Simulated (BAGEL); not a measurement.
# C2HFSe (SMILES FC1=C[Se]1): HF/STO-3G (density fitting with qzvpp-jkfit)

Aim: the energy change on altering one bond length of C2HFSe at HF/STO-3G (density fitting with qzvpp-jkfit), from 2 runs. 

The results are computed with BAGEL 1.2.2.

5 further runs of the same task are left out: 5 that didn't finish.

**1. The molecule**

C2HFSe has 5 atoms, charge 0, and is taken as a singlet. SMILES: `FC1=C[Se]1`. Geometry: relaxed at PBE0-D4/def2-TZVP.

Bond lengths: F1–C2 1.295 Å, C2–C3 1.273 Å, C2–Se4 1.914 Å, C3–Se4 2.039 Å, C3–H5 1.073 Å. Angles: F1–C2–C3 145.4°, F1–C2–Se4 138.0°, C3–C2–Se4 76.6°, C2–C3–Se4 66.0°, C2–Se4–C3 37.4°, C2–C3–H5 155.7°, Se4–C3–H5 138.4°.

**2. A single-point energy at HF/STO-3G (density fitting with qzvpp-jkfit)**

input.json

```json
{ "bagel" : [

{
  "title" : "molecule",
  "basis" : "sto-3g",
  "df_basis" : "qzvpp-jkfit",
  "angstrom" : true,
  "geometry" : [
    { "atom" : "F", "xyz" : [      -0.351900,      -1.459400,       1.110400 ] },
    { "atom" : "C", "xyz" : [      -0.221300,      -0.498100,       0.252900 ] },
    { "atom" : "C", "xyz" : [       0.468300,       0.517300,      -0.085700 ] },
    { "atom" : "Se", "xyz" : [      -1.110800,       0.136900,      -1.318200 ] },
    { "atom" : "H", "xyz" : [       1.265800,       1.229700,      -0.000900 ] }
  ]
},

{
  "title" : "hf"
},

{
  "title" : "print",
  "file" : "orbitals.molden",
  "orbitals" : true
}

]}
```

Command:

```bash
$ BAGEL_NUM_THREADS=1 BAGEL input.json > input.out
```

Standard output:

```text
* using 1 threads per process

  ===============================================================
  ===============================================================

  *** Geometry ***

  { "atom" : "F", "xyz" : [     -0.664995,     -2.757866,      2.098352 ] },
  { "atom" : "C", "xyz" : [     -0.418196,     -0.941273,      0.477912 ] },
  { "atom" : "C", "xyz" : [      0.884959,      0.977555,     -0.161950 ] },
  { "atom" : "Se", "xyz" : [     -2.099108,      0.258704,     -2.491037 ] },
  { "atom" : "H", "xyz" : [      2.392015,      2.323796,     -0.001701 ] },

  Number of auxiliary basis functions:      511

  Since a DF basis is specified, we compute 2- and 3-index integrals:
    o Being stored without compression. Storage requirement is 0.005 GB

  Number of basis functions:       34
  Number of electrons      :       56

    * METHOD: MOLECULE                             0.20

  *** RHF ***

  === Nuclear Repulsion ===
   223.8654417640

      * DIIS with orbital gradients will be used.

  === RHF iteration (sto-3g) ===
      0      -2546.72715469          0.01654790           0.03
      1      -2546.82517034          0.00646227           0.03
      2      -2546.84041940          0.00093651           0.03
      3      -2546.84105234          0.00030823           0.03
      4      -2546.84109322          0.00011255           0.03
      5      -2546.84110507          0.00004059           0.03
      6      -2546.84110700          0.00001853           0.03
      7      -2546.84110750          0.00000566           0.03
      8      -2546.84110754          0.00000129           0.03
      9      -2546.84110754          0.00000045           0.03
     10      -2546.84110754          0.00000018           0.03
     11      -2546.84110754          0.00000007           0.03
     12      -2546.84110754          0.00000004           0.03
     13      -2546.84110754          0.00000001           0.03
     14      -2546.84110754          0.00000001           0.03
    * SCF iteration converged.

    * Permanent dipole moment:
           (   -0.504791,    -0.127949,    -0.387323) a.u.

    * METHOD: HF                                   0.59

    * METHOD: PRINT                                0.00

  ===============================================================
```

Wall time 0.93 s (1 thread of Arm Neoverse V1, shared host).

**3. The distorted shape at the same level**

input.json

```json
{ "bagel": [

{
  "title": "molecule",
  "basis": "sto-3g",
  "df_basis": "qzvpp-jkfit",
  "angstrom": true,
  "geometry": [
    { "atom": "F", "xyz": [      -0.508618,      -2.612945,       2.139387 ] },
    { "atom": "C", "xyz": [      -0.221300,      -0.498100,       0.252900 ] },
    { "atom": "C", "xyz": [       0.468300,       0.517300,      -0.085700 ] },
    { "atom": "Se", "xyz": [      -1.110800,       0.136900,      -1.318200 ] },
    { "atom": "H", "xyz": [       1.265800,       1.229700,      -0.000900 ] }
  ]
},

{
  "title": "hf"
},

{
  "title": "print",
  "file": "orbitals.molden",
  "orbitals": true
}

]}
```

Command:

```bash
$ BAGEL_NUM_THREADS=1 BAGEL input.json > input.out
```

Standard output:

```text
* using 1 threads per process

  ===============================================================
  ===============================================================

  *** Geometry ***

  { "atom" : "F", "xyz" : [     -0.961149,     -4.937750,      4.042856 ] },
  { "atom" : "C", "xyz" : [     -0.418196,     -0.941273,      0.477912 ] },
  { "atom" : "C", "xyz" : [      0.884959,      0.977555,     -0.161950 ] },
  { "atom" : "Se", "xyz" : [     -2.099108,      0.258704,     -2.491037 ] },
  { "atom" : "H", "xyz" : [      2.392015,      2.323796,     -0.001701 ] },

  Number of auxiliary basis functions:      511

  Since a DF basis is specified, we compute 2- and 3-index integrals:
    o Being stored without compression. Storage requirement is 0.005 GB

  Number of basis functions:       34
  Number of electrons      :       56

    * METHOD: MOLECULE                             0.20

  *** RHF ***

  === Nuclear Repulsion ===
   189.3649412492

      * DIIS with orbital gradients will be used.

  === RHF iteration (sto-3g) ===
      0      -2546.07265978          0.01677665           0.03
      1      -2533.66741605          0.03317919           0.03
      2      -2546.13296080          0.01009066           0.03
      3      -2546.15147514          0.00803441           0.03
      4      -2546.23687209          0.01058373           0.03
      5      -2546.36009563          0.01043217           0.03
      6      -2546.16905804          0.00537333           0.03
      7      -2546.13484332          0.01209347           0.03
      8      -2546.13698803          0.00947726           0.03
      9      -2546.19924200          0.01041816           0.03
     10      -2546.14840217          0.00783534           0.03
     11      -2546.32814016          0.01203744           0.03
     12      -2546.19623400          0.01192829           0.03
     13      -2546.27414849          0.01274622           0.03
     14      -2546.43071618          0.00444756           0.03
     15      -2546.43417506          0.00366153           0.03
     16      -2546.43867090          0.00219598           0.03
     17      -2546.44093898          0.00064070           0.03
     18      -2546.44113771          0.00016190           0.03
     19      -2546.44115122          0.00000495           0.03
     20      -2546.44115128          0.00000464           0.03
     21      -2546.44115132          0.00000462           0.03
     22      -2546.44115123          0.00000400           0.03
     23      -2546.44115109          0.00000231           0.03
     24      -2546.44115104          0.00000108           0.03
     25      -2546.44115104          0.00000061           0.03
     26      -2546.44115104          0.00000052           0.03
[... 50 lines of this table left out ...]
     77      -2546.44115105          0.00000002           0.03
     78      -2546.44115105          0.00000002           0.03
     79      -2546.44115105          0.00000002           0.03
     80      -2546.44115105          0.00000002           0.03
     81      -2546.44115105          0.00000002           0.03
     82      -2546.44115105          0.00000002           0.03
     83      -2546.44115105          0.00000002           0.03
     84      -2546.44115105          0.00000002           0.03
     85      -2546.44115105          0.00000002           0.03
     86      -2546.44115105          0.00000002           0.03
     87      -2546.44115105          0.00000001           0.03
     88      -2546.44115105          0.00000001           0.03
     89      -2546.44115105          0.00000001           0.03
    * SCF iteration converged.

    * Permanent dipole moment:
           (   -0.497054,    -0.771419,     0.285087) a.u.

    * METHOD: HF                                   2.96

    * METHOD: PRINT                                0.00

  ===============================================================
```

Wall time 3.3 s (1 thread of Arm Neoverse V1, shared host).

**4. What came out**

Level: HF/STO-3G (density fitting with qzvpp-jkfit).

| quantity | value |
| --- | --- |
| first shape: total energy | -2546.84111 Eh |
| first shape: dipole moment | 1.65 D |
| first shape: HOMO energy | -5.90 eV |
| first shape: LUMO energy | 6.86 eV |
| first shape: HOMO–LUMO gap | 12.76 eV |
| distorted shape: total energy | -2546.44115 Eh |
| distorted shape: dipole moment | 2.44 D |
| distorted shape: HOMO energy | -4.38 eV |
| distorted shape: LUMO energy | -0.97 eV |
| distorted shape: HOMO–LUMO gap | 3.41 eV |
| energy change with the F1–C2 bond stretched from 1.295 to 2.849 Å | 10.883 eV |

One bond (distorted shape) is far stretched, which a spin-restricted single reference describes badly; a broken-symmetry solution may lie lower. With the F1–C2 bond stretched from 1.295 to 2.849 Å the energy rises by 10.88 eV (1050 kJ/mol). The first shape isn't relaxed at this level, so the change isn't measured from a minimum. A restricted reference can't describe the breaking bond well at this length. The minimal basis adds a large error of its own.
